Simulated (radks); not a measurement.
**Cd in [Kr] 4d10 4f2: an all-electron calculation**

Wanted: eigenvalues, radial structure and energy terms of neutral cadmium.

Program: radks (a radial shooting solver on a logarithmic mesh, Libxc functionals) version 1. Level of theory: non-relativistic Kohn-Sham, AM05, spin-unpolarised, spherical densities, point nucleus. These are calculated values, not measurements, unless marked.

### Step 1. The atom as given

```
element       : cadmium (Z = 48)
charge        : 0
electrons     : 48
configuration : [Kr] 4d10 4f2
```

The outer shells:

Cd
```
[Kr] core
4d [↑↓][↑↓][↑↓][↑↓][↑↓]
4f [↑ ][↑ ][  ][  ][  ][  ][  ]
```

### Step 2. Self-consistent calculation

The run's settings:

```text
Z 48
configuration [Kr] 4d10 4f2
relativity non-relativistic
functional am05,am05
spin unpolarised
nucleus point
```

Started as:

```sh
python run_ks.py task.json out
```

All runs below come from this command, one after another.

What does the calculation give?

As calculated:

```
                        quantity                value
                    total energy  -5461.82749 hartree
exchange-correlation share of it               2.67 %
                            −T/E               0.9994
          highest occupied level        4f, -0.614 eV
    most extended occupied level  4f, <r> = 10.7 bohr
 radius at density 0.001 e/bohr³            3.25 bohr
    maxima of the radial density                    5
```

What this shows: 4 principal shells are occupied and 5 maxima appear in the radial density. The ratio −T/E is 0.9994; for a non-relativistic Coulomb system it is 1 up to the kinetic part of correlation. This is not the tabulated ground configuration, so its levels and sizes aren't those of the ground state, and no measured value stands beside it.
